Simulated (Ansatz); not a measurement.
The system is CsLiCr2Te2S3.

```
CELL_PARAMETERS angstrom
7.05684 0.00000 0.00788
0.00000 3.98060 0.00000
-2.68302 0.00000 8.67869
ATOMIC_POSITIONS crystal
Cs 0.07739 0.00000 0.37706
Li 0.86424 0.50000 0.78883
Cr 0.12646 0.00000 0.94616
Cr 0.59290 0.50000 0.97165
Te 0.50838 0.00000 0.15270
Te 0.55612 0.00000 0.74893
S 0.87426 0.00000 0.68502
S 0.25176 0.50000 0.84402
S 0.96294 0.50000 0.05357
```

The cell was built by a generator and needn't be a form met in nature.

Program: Ansatz 0.2.0. Alike in all runs: potentials or basis Ansatz PAW; cell as given; smearing fermi-dirac 0.05 eV.

Order these runs on this cell by their pressure, lowest first.
A. level LDA; spin collinear, ferromagnetic start; k mesh 4 × 7 × 3; cutoff (eV) 420; points for each segment of the path 10
B. level r2SCAN; spin non-collinear, ferromagnetic start, SOC; k mesh 3 × 5 × 3; cutoff (eV) 500; points for each segment of the path 10
C. level PBEsol; spin collinear, ferromagnetic start; k mesh 4 × 7 × 3; cutoff (eV) 420; points for each segment of the path 10
D. level BLYP; spin collinear, ferromagnetic start; k mesh 4 × 7 × 3; cutoff (eV) 420; points for each segment of the path 10
E. level PBE+U; spin collinear, ferromagnetic start; U Cr d U = 8 eV; k mesh 4 × 7 × 3; cutoff (eV) 420; hubbard projectors ortho-atomic (the default); double counting fll (the default)

A (-4.0 GPa), C (-2.2 GPa), B (0.0 GPa), D (2.8 GPa), E (4.9 GPa).

Caveats: the PAW data sets come from PBE, with cores solved anew for the run's functional, which leaves a small shift of forces and pressure (some runs); the magnetic or orbital state may not be the lowest (some runs); the potentials were made for another functional, which shifts forces and pressure (some runs); the density of states is complete only up to the lowest level of the last band computed (some runs).

Not every run made on this cell is shown here.
